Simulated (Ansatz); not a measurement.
**SnTe: a tetragonal deformation path**

One table from this session's results is given with a row withheld; the runs are named, their logs left out.

Program: Ansatz 0.2.0. Level of theory: DFT PBEsol, scalar-relativistic, plane waves, PAW. These are calculated values, not measurements.

### The starting structure

The structure is cubic, space group Fm-3m (No. 225). The conventional cell has a = 6.313 Å, b = 6.313 Å, c = 6.313 Å, α = 90.00°, β = 90.00°, γ = 90.00°. Sn (site symmetry m-3m) is surrounded by 6 Te at 3.16 Å. Te (site symmetry m-3m) has 6 Sn at 3.16 Å in its first shell of neighbours.

Coordinates:

```cif
data_structure
_symmetry_space_group_name_H-M 'Fm-3m'
_symmetry_Int_Tables_number 225
_cell_length_a 6.3130
_cell_length_b 6.3130
_cell_length_c 6.3130
_cell_angle_alpha 90.000
_cell_angle_beta 90.000
_cell_angle_gamma 90.000
_cell_volume 251.60
loop_
_atom_site_label
_atom_site_type_symbol
_atom_site_symmetry_multiplicity
_atom_site_Wyckoff_symbol
_atom_site_fract_x
_atom_site_fract_y
_atom_site_fract_z
_atom_site_occupancy
Sn1 Sn 4 a 0.00000 0.00000 0.00000 1
Te1 Te 4 b 0.50000 0.00000 0.00000 1
```

No relaxation comes first: the listed cell is the starting point.

Set-up of the first run:

At fixed volume and fractional coordinates, lengths along (0.000, 0.000, 1.000) are scaled against those across it; ρ is that ratio over its starting value.

Input file input.yaml:

```yaml
crystal:
  lattice:
    - [0.0, 3.5432298205, 2.5050634831]
    - [3.5432298205, 0.0, 2.5050634831]
    - [3.5432298205, 3.5432298205, 0.0]
  atoms:
    - { symbol: Sn, position: [0.0, 0.0, 0.0] }
    - { symbol: Te, position: [0.5, 0.5, 0.5] }
basis:
  ecutwfc: 420
kpoints:
  mp_grid: { grid: [10, 10, 10] }
hamiltonian:
  xc: pbesol
scf:
  occupations: { method: gaussian, width: 0.03 }
output:
  forces: true
  stress: true
  eigenvalues: true
  write_density: true
  write_potential: true
  elf: true
  volumetric_format: npy
```

Command:

```sh
$ ansatz run input.yaml --threads 1 --pin off --max-ram 2560MiB --backend cpu --events-out ev --progress --plain --runs-dir out
```

Steps of the session up to this table: ρ = 0.707; At ρ = 1.414; ρ = 0.850; At ρ = 1.200; Point ρ = 0.780; Point ρ = 1.300; Point ρ = 0.920; At ρ = 1.100; ρ = 0.650; ρ = 1.500; At ρ = 0.960; ρ = 1.050.

One table of the session follows, with a row left open; its other results are not shown here.

Collected from the runs (energy zero: the undisturbed cell):

```
    ρ  ΔE (meV/atom)  pressure (GPa)  gap on the mesh (eV)
0.650         1824.2            24.5                  0.00
0.707         1099.8            14.3                  0.00
0.780          555.8             6.5                  0.00
0.850          247.8             2.0                  0.00
0.920           64.1             0.5                  0.22
0.960              ?               ?                     ?
1.000            0.0            -0.5                  0.13
1.050           18.5            -0.2                  0.23
1.100           66.4             0.5                  0.00
1.200          210.2             2.9                  0.00
1.300          379.4             5.7                  0.00
1.414          584.8             9.4                  0.00
1.500          753.0            13.4                  0.00
```

**Question.** Estimate the row for ρ = 0.960.

Worked estimate for «ΔE (meV/atom)». A straight line through the neighbours (0.920, 64.1) and (1.000, 0.0) gives 64.1 + (0.0 − 64.1) × (0.960 − 0.920) / (1.000 − 0.920) = 32.1; a parabola fitted to 4 rows on both sides gives 14.2.

The run gave: ΔE (meV/atom): 14.6; pressure (GPa): -0.3; gap on the mesh (eV): 0.21. In «ΔE (meV/atom)» the line misses by +17.5 and the parabola by -0.4.
